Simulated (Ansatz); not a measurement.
# C2H8ClGeNSi: one species, many methods

One table from this session's results is given with a row withheld; the runs are named, their logs left out.

The runs use Ansatz 0.2.0, Gaussian basis; functionals in def2-TZVPP, the program's frozen cores in correlated methods.

The runs, in order: LDA (SPW92), PBE-D4, revPBE-D4, BLYP-D4, r2SCAN-D4, B97M-V, PBE0-D4, B3LYP-D4, r2SCANh-D4, r2SCAN0-D4, HSE06-D4, BHLYP-D4, CAM-B3LYP-D4, LC-ωPBE, ωB97X-V, ωB97M-V, B2PLYP, PBE-QIDH; CCSD(T)/def2-SVP; MP2/def2-TZVPP; MP2/def2-QZVPP; RPA on PBE.

## Structure used throughout

An earlier PBE0-D4 in a triple-zeta def2 set relaxation fixed the geometry.

SMILES `C=C[N]([GeH3])[SiH2]Cl`, 14 atoms, charge 0, spin multiplicity 1.

Atoms are counted from 1 here; the program's logs count them from 0.

Bond lengths: C1–C2 1.332 Å, C1–H7 1.081 Å, C1–H8 1.084 Å, C2–N3 1.394 Å, C2–H9 1.089 Å, N3–Ge4 1.865 Å, N3–Si5 1.716 Å, Ge4–H10 1.532 Å, Ge4–H11 1.535 Å, Ge4–H12 1.535 Å, Si5–Cl6 2.063 Å, Si5–H13 1.480 Å, Si5–H14 1.477 Å. Angles: C2–C1–H7 119.7°, C2–C1–H8 123.2°, H7–C1–H8 117.1°, C1–C2–N3 127.1°, C1–C2–H9 118.8°, N3–C2–H9 114.1°, C2–N3–Ge4 118.6°, C2–N3–Si5 119.8°, Ge4–N3–Si5 121.0°, N3–Ge4–H10 105.0°, N3–Ge4–H11 109.4°, N3–Ge4–H12 108.4°, H10–Ge4–H11 111.4°, H10–Ge4–H12 111.8°, H11–Ge4–H12 110.6°, N3–Si5–Cl6 112.8°, N3–Si5–H13 108.5°, N3–Si5–H14 109.2° and more.

Set-up of the first run:

File in.yaml:

```yaml
crystal:
  periodic: [false, false, false]
  atoms:
    - {symbol: C, position_ang: [-0.686746, -2.105139, -0.096199]}
    - {symbol: C, position_ang: [-0.941910, -0.841134, 0.236881]}
    - {symbol: N, position_ang: [-0.144722, 0.273489, -0.017299]}
    - {symbol: Ge, position_ang: [1.477960, 0.028438, -0.904010]}
    - {symbol: Si, position_ang: [-0.552147, 1.788975, 0.677243]}
    - {symbol: Cl, position_ang: [0.301000, 2.072409, 2.533677]}
    - {symbol: H, position_ang: [-1.404279, -2.877290, 0.142954]}
    - {symbol: H, position_ang: [0.219299, -2.414235, -0.605228]}
    - {symbol: H, position_ang: [-1.872696, -0.613444, 0.754046]}
    - {symbol: H, position_ang: [2.099741, 1.426579, -0.986255]}
    - {symbol: H, position_ang: [2.361860, -0.931262, -0.096041]}
    - {symbol: H, position_ang: [1.186498, -0.548482, -2.295812]}
    - {symbol: H, position_ang: [-2.018206, 1.839127, 0.869972]}
    - {symbol: H, position_ang: [-0.038550, 2.872869, -0.184830]}
basis:
  gaussian: {orbitals: def2-TZVPP}
hamiltonian: {xc: lda}
output: {orbitals: {seedname: orbitals}}
```

The run is started by

```sh
> ansatz run in.yaml --threads 4 --pin off --events-out ev --progress --plain --max-ram 11315MiB
```

Steps of the session up to this table: LDA; PBE-D4 (GGA); revPBE-D4 (GGA); BLYP-D4 (GGA); r2SCAN-D4 (meta-GGA); B97M-V (meta-GGA); PBE0-D4 (hybrid); B3LYP-D4 (hybrid); r2SCANh-D4 (hybrid); r2SCAN0-D4 (hybrid); HSE06-D4 (hybrid); BHLYP-D4 (hybrid); CAM-B3LYP-D4 (range-separated); LC-ωPBE (range-separated); ωB97X-V (range-separated); ωB97M-V (range-separated); B2PLYP (double hybrid); PBE-QIDH (double hybrid).

One table of the session follows, with a row left open; its other results are not shown here.

It belongs to the step «Frontier levels by functional». 

```
  functional  HOMO (eV)  gap (eV)
 LDA (SPW92)      -5.66      4.67
      PBE-D4      -5.48      4.76
   revPBE-D4      -5.41      4.80
     BLYP-D4      -5.31      4.75
   r2SCAN-D4      -5.67      5.21
      B97M-V      -5.73      5.21
     PBE0-D4      -6.56      6.74
    B3LYP-D4      -6.34      6.33
  r2SCANh-D4      -6.08      5.96
  r2SCAN0-D4      -6.70      7.05
    HSE06-D4      -6.17      5.97
    BHLYP-D4      -7.51      8.62
CAM-B3LYP-D4      -7.83      9.06
     LC-ωPBE      -9.17     11.56
     ωB97X-V      -8.81     11.05
     ωB97M-V          ?         ?
```

Q: Estimate the row for ωB97M-V from the others.

**Answer.** HOMO (eV): -8.74; gap (eV): 10.71. In the column «HOMO (eV)» it lies between ωB97X-V (-8.81) and CAM-B3LYP-D4 (-7.83).
